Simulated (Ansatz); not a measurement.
**C11H13ClZr: a ladder of functionals and wavefunction methods**

One table from this session's results is given with a row withheld; the runs are named, their logs left out.

Method: functionals in def2-TZVPP, the program's frozen cores in correlated methods; program: Ansatz 0.2.0, Gaussian basis.

Levels to be run: LDA (SPW92), PBE-D4, revPBE-D4, BLYP-D4, r2SCAN-D4, B97M-V, PBE0-D4, B3LYP-D4, r2SCANh-D4, r2SCAN0-D4, HSE06-D4, BHLYP-D4, CAM-B3LYP-D4, LC-ωPBE, ωB97X-V, ωB97M-V, B2PLYP, PBE-QIDH; CCSD(T)/def2-SVP; CCSD(T)/def2-TZVPP; MP2/def2-QZVPP; extrapolation to the limit; RPA on PBE.

**Structure used throughout**

All runs share one geometry, relaxed beforehand with PBE0-D4 in a triple-zeta def2 set. Zr takes the def2 core potential; no spin-orbit term is included.

SMILES `[CH3][Zr]12345678([Cl])([C@H]9[C@@H]1[C@@H]2[C@@H]3[C@H]94)[C@H]1[C@@H]5[C@@H]6[C@@H]7[C@H]18`, 26 atoms, charge 0, spin multiplicity 1.

Atoms are counted from 1 here; the program's logs count them from 0.

Bond lengths: C1–Zr2 2.266 Å, C1–H14 1.094 Å, C1–H15 1.095 Å, C1–H16 1.095 Å, Zr2–Cl3 2.417 Å, Zr2–C4 2.528 Å, Zr2–C5 2.522 Å, Zr2–C6 2.510 Å, Zr2–C7 2.510 Å, Zr2–C8 2.531 Å, Zr2–C9 2.538 Å, Zr2–C10 2.529 Å, Zr2–C11 2.506 Å, Zr2–C12 2.499 Å, Zr2–C13 2.535 Å, C4–C5 1.411 Å, C4–C8 1.408 Å, C4–H17 1.079 Å and more. Angles: Zr2–C1–H14 115.8°, Zr2–C1–H15 108.5°, Zr2–C1–H16 109.0°, H14–C1–H15 107.7°, H14–C1–H16 107.8°, H15–C1–H16 107.8°, C1–Zr2–Cl3 98.2°, C1–Zr2–C4 91.3°, C1–Zr2–C5 123.5°, C1–Zr2–C6 126.7°, C1–Zr2–C7 95.2°, C1–Zr2–C8 75.0°, C1–Zr2–C9 85.0°, C1–Zr2–C10 76.2°, C1–Zr2–C11 102.2°, C1–Zr2–C12 130.3°, C1–Zr2–C13 116.9°, Cl3–Zr2–C4 84.8° and more.

Set-up of the first run:

in.yaml

```yaml
crystal:
  periodic: [false, false, false]
  atoms:
    - {symbol: C, position_ang: [-0.117353, -1.408510, 1.843199]}
    - {symbol: Zr, position_ang: [-0.138790, -0.431588, -0.201776]}
    - {symbol: Cl, position_ang: [-0.806087, -2.358554, -1.499633]}
    - {symbol: C, position_ang: [-2.619122, 0.021362, -0.023201]}
    - {symbol: C, position_ang: [-2.179838, 0.659650, -1.202554]}
    - {symbol: C, position_ang: [-1.305075, 1.699227, -0.835631]}
    - {symbol: C, position_ang: [-1.202725, 1.704519, 0.575333]}
    - {symbol: C, position_ang: [-2.024622, 0.673527, 1.074131]}
    - {symbol: C, position_ang: [2.280779, -1.184600, -0.342016]}
    - {symbol: C, position_ang: [2.243916, -0.122705, 0.587586]}
    - {symbol: C, position_ang: [1.881271, 1.047474, -0.105027]}
    - {symbol: C, position_ang: [1.690761, 0.707513, -1.467104]}
    - {symbol: C, position_ang: [1.955627, -0.668894, -1.609410]}
    - {symbol: H, position_ang: [0.098335, -0.744906, 2.686094]}
    - {symbol: H, position_ang: [-1.097430, -1.864077, 2.020149]}
    - {symbol: H, position_ang: [0.629788, -2.208436, 1.848522]}
    - {symbol: H, position_ang: [-3.267238, -0.840716, 0.021960]}
    - {symbol: H, position_ang: [-2.439813, 0.371659, -2.210217]}
    - {symbol: H, position_ang: [-0.807712, 2.378757, -1.510912]}
    - {symbol: H, position_ang: [-0.615263, 2.388896, 1.168913]}
    - {symbol: H, position_ang: [-2.161376, 0.420760, 2.113361]}
    - {symbol: H, position_ang: [2.488015, -2.219887, -0.116149]}
    - {symbol: H, position_ang: [2.446438, -0.199119, 1.644392]}
    - {symbol: H, position_ang: [1.777626, 2.033087, 0.322682]}
    - {symbol: H, position_ang: [1.421849, 1.386240, -2.262412]}
    - {symbol: H, position_ang: [1.868018, -1.240698, -2.520280]}
basis:
  gaussian: {orbitals: def2-TZVPP}
hamiltonian: {xc: lda}
output: {orbitals: {seedname: orbitals}}
```

Started as:

```bash
> ansatz run in.yaml --threads 11 --pin off --events-out ev --progress --plain --max-ram 174080MiB --backend cuda --devices 0, --max-vram 75GiB
```

Among the steps run: LDA; PBE-D4 (GGA); revPBE-D4 (GGA); BLYP-D4 (GGA); r2SCAN-D4 (meta-GGA); B97M-V (meta-GGA); B3LYP-D4 (hybrid); r2SCANh-D4 (hybrid); r2SCAN0-D4 (hybrid); HSE06-D4 (hybrid); BHLYP-D4 (hybrid); CAM-B3LYP-D4 (range-separated); LC-ωPBE (range-separated); ωB97X-V (range-separated); ωB97M-V (range-separated); B2PLYP (double hybrid); PBE-QIDH (double hybrid).

One table of the session follows, with a row left open; its other results are not shown here.

It belongs to the step «Frontier levels by functional». 

```
  functional  HOMO (eV)  LUMO (eV)  gap (eV)
 LDA (SPW92)      -6.04      -2.54      3.50
      PBE-D4      -5.85      -2.28      3.58
   revPBE-D4      -5.78      -2.17      3.61
     BLYP-D4      -5.67      -2.13      3.54
   r2SCAN-D4      -6.05      -2.11      3.94
      B97M-V      -6.09      -2.08      4.02
     PBE0-D4      -6.87      -1.38      5.49
    B3LYP-D4      -6.65      -1.58      5.07
  r2SCANh-D4      -6.43      -1.78      4.65
  r2SCAN0-D4      -7.00      -1.28      5.71
    HSE06-D4      -6.48      -1.75      4.72
    BHLYP-D4      -7.69      -0.33      7.36
CAM-B3LYP-D4      -8.06      -0.30      7.77
     LC-ωPBE          ?          ?         ?
     ωB97X-V      -9.01       0.72      9.72
     ωB97M-V      -8.91       0.60      9.51
```

Estimate the missing values for LC-ωPBE.

**Answer.** HOMO (eV): -9.34; LUMO (eV): 0.78; gap (eV): 10.12. In the column «HOMO (eV)» it is the lowest.
